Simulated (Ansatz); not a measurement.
**BGeO (quartet): from Hartree-Fock to the top rungs, cc-pVDZ**

An exercise on one series of results from a longer session: the logs are not shown, and one member is left open.

Program: Ansatz 0.2.0, Gaussian basis. Level of theory: cc-pVDZ, core rule «outside noble gas», up to 16 orbitals frozen. These are calculated values, not measurements.

The runs, in order: UHF; CCSD(T) on ROHF; CCSD(T) on UHF; BCCD(T) on ROHF; CISD as a restricted active space (open shells left free, so some higher excitations enter); CCSDT(Q) on ROHF; CCSDT(Q) on UHF; CASSCF and MRCISD+Q, 11 electrons in 11 orbitals; CASSCF and NEVPT2, 11 electrons in 11 orbitals.

15 further runs of the same task are left out: 7 that didn't finish, 8 set aside as unsound or not needed. Runs told in other sessions of the task aren't counted.

## What is computed

The geometry is a PBE0/def2-TZVP stationary point (not a proven minimum) of the parent state, kept for this charge and spin. No spin-orbit coupling is included. The filled d shell of Ge may be among the frozen orbitals whatever the setting's name suggests.

3 atoms, charge 0, spin multiplicity 4.

Atoms are counted from 1 here; the program's logs count them from 0.

Bond lengths: Ge1–B2 2.094 Å, B2–O3 1.207 Å. Angles: Ge1–B2–O3 180.0°.

Set-up of the first run:

in.yaml

```yaml
crystal:
  periodic: [false, false, false]
  atoms:
    - {symbol: Ge, position_ang: [0.000000, 0.000000, 1.798600]}
    - {symbol: B, position_ang: [0.000000, 0.000000, -0.295700]}
    - {symbol: O, position_ang: [0.000000, 0.000000, -1.502900]}
basis:
  gaussian: {orbitals: cc-pVDZ}
magnetization: {spin_polarized: true, initial_magnetization: 3}
hamiltonian: {xc: hf}
output: {orbitals: {seedname: orbitals}}
```

Run with:

```
> ansatz run in.yaml --threads 1 --pin off --events-out ev --progress --plain --max-ram 2393MiB
```

Among the steps run: UHF; CCSD(T) on ROHF; CCSD(T) on UHF; BCCD(T) on ROHF; CISD as a restricted active space (open shells left free, so some higher excitations enter); CCSDT(Q) on ROHF; CCSDT(Q) on UHF; CASSCF and MRCISD+Q, 11 electrons in 11 orbitals; CASSCF and NEVPT2, 11 electrons in 11 orbitals.

One of the session's tables, all rows but one given; the rest of the session is left out.

```
          method  from RCCSDT(Q) (meV)
            ROHF               +8954.9
             UHF                     ?
            RMP2                +787.3
            UMP2                +764.1
            CISD               +1145.3
           RCCSD                +402.0
           UCCSD                +381.4
        RCCSD(T)                 +58.6
        UCCSD(T)                 +39.7
         BCCD(T)                 +56.1
          RCCSDT                 +29.0
          UCCSDT                 +10.0
       RCCSDT(Q)                     0
       UCCSDT(Q)                 -26.8
  CASSCF valence               +5252.0
  NEVPT2 valence               +1077.5
  MRCISD valence                +419.6
MRCISD+Q valence                 +97.5
```

**Question.** Estimate the row for UHF.

As computed: from RCCSDT(Q) (meV): +8898.1. In the column «from RCCSDT(Q) (meV)» it lies between CASSCF valence (+5252.0) and ROHF (+8954.9).

Caveats from the session: Restricted and unrestricted rows rest on different reference determinants; a gap between their highest levels can come from leftover correlation error, from unlike frozen cores or from another state.
